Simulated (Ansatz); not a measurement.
**BF4H4N: a dynamics run in two tries**

Aim: a short trajectory for this system.

All numbers below are computed with Ansatz 0.2.0 (UKS LDA/6-31G).

### Step 1. The system as given

Bond lengths: B1–F2 1.680 Å, B1–F3 1.315 Å, B1–F4 1.316 Å, B1–N6 1.800 Å, N6–H9 1.009 Å, N6–H10 1.009 Å. Angles: F2–B1–F3 106.5°, F2–B1–F4 105.7°, F2–B1–N6 99.3°, F3–B1–F4 120.7°, F3–B1–N6 111.5°, F4–B1–N6 110.7°, B1–N6–H9 109.7°, B1–N6–H10 109.1°, H9–N6–H10 110.7°.

Coordinates:

```xyz
10

B    -0.6650   -0.2329   -0.8791
F     0.6156    0.7722   -1.2923
F    -0.5233   -1.3291   -1.5909
F    -1.7488    0.5052   -0.9920
H     0.7663    0.3045    1.0727
N    -0.2660   -0.5141    0.8534
H     1.2908    1.1278   -0.3684
F     1.6125    1.1129    0.7846
H    -0.0191   -1.4829    0.9920
H    -1.0630   -0.2636    1.4200
```

### Step 2. First try

The input, input.yaml:

```yaml
crystal:
  periodic: [false, false, false]
  atoms:
    - { symbol: B, position_ang: [-0.665, -0.2329, -0.8791] }
    - { symbol: F, position_ang: [0.6156, 0.7722, -1.2923] }
    - { symbol: F, position_ang: [-0.5233, -1.3291, -1.5909] }
    - { symbol: F, position_ang: [-1.7488, 0.5052, -0.992] }
    - { symbol: H, position_ang: [0.7663, 0.3045, 1.0727] }
    - { symbol: "N", position_ang: [-0.266, -0.5141, 0.8534] }
    - { symbol: H, position_ang: [1.2908, 1.1278, -0.3684] }
    - { symbol: F, position_ang: [1.6125, 1.1129, 0.7846] }
    - { symbol: H, position_ang: [-0.0191, -1.4829, 0.992] }
    - { symbol: H, position_ang: [-1.063, -0.2636, 1.42] }
magnetization:
  spin_polarized: true
  initial_magnetization: 1
basis:
  gaussian: { orbitals: "6-31G" }
hamiltonian:
  xc: lda
md:
  timestep: 0.5
  n_steps: 25
  ensemble: nve
  temperature: 600.0
  initial_velocities: maxwell_boltzmann
  seed: 311854
```

On the command line:

```sh
$ ansatz run input.yaml --threads 1 --pin off --max-ram 2048MiB --backend cpu --events-out ev --progress --plain --runs-dir out
```

Before running it: what results should come out? Wanted: first try.

**Answer**, as computed:

```
 quantity                                                                                                    value
first try                                                                                                  refused
    cause  the number of unpaired electrons doesn't fit the number of electrons: even goes with even, odd with odd
```

**Reading.** The fault in the first input was caught at the input check and cost nothing.
